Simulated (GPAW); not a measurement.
PtSe:

```
Pt Se
1.0
     0.00000    2.79841    2.79841
     2.79841    0.00000    2.79841
     2.79841    2.79841    0.00000
Pt Se
1 1
Direct
  0.50000 0.50000 0.50000
  0.00000 0.00000 0.00000
```

The cell comes from a database or a generator and needn't be the stable form of this composition.

- Program: GPAW 26.7.0
- Task: relaxation of cell and atoms
- Functional: BLYP
- Dispersion: D3(op)
- Potentials or basis: PAW data sets generated in the run's folder for this functional
- Cutoff: 600 eV
- Basis: pw
- k mesh: 8 × 8 × 8
- Occupations: fermi-dirac, width 0.05 eV
- Spin: no spin polarisation

At the start: pressure -13.7 GPa; volume 21.91 Å³/atom.

Q: How do energy, volume and symmetry change on relaxing?

A: Over 5 steps the energy falls by 166.5 meV/atom and the volume is 18.64 Å³/atom (-14.9 %); space group Fm-3m (No. 225, to 0.05 Å).

The path:
```csv
step,energy change (eV),largest force (eV/Å),pressure (GPa),volume (Å³)
1,0.0000,0.0000,-13.74,43.83
2,-0.1368,0.0000,-11.46,42.10
3,-0.3077,0.0000,5.61,35.81
4,-0.3321,0.0000,-0.99,37.55
5,-0.3330,0.0000,-0.06,37.28
```

Final structure:
```
Pt Se
1.0
     0.00000    2.65138    2.65138
     2.65138    0.00000    2.65138
     2.65138    2.65138    0.00000
Pt Se
1 1
Direct
  0.50000 0.50000 0.50000
  0.00000 0.00000 0.00000
```

Caveat: later steps reuse the first step's grids; pairwise dispersion overbinds metals, which lowers pressure and volume.
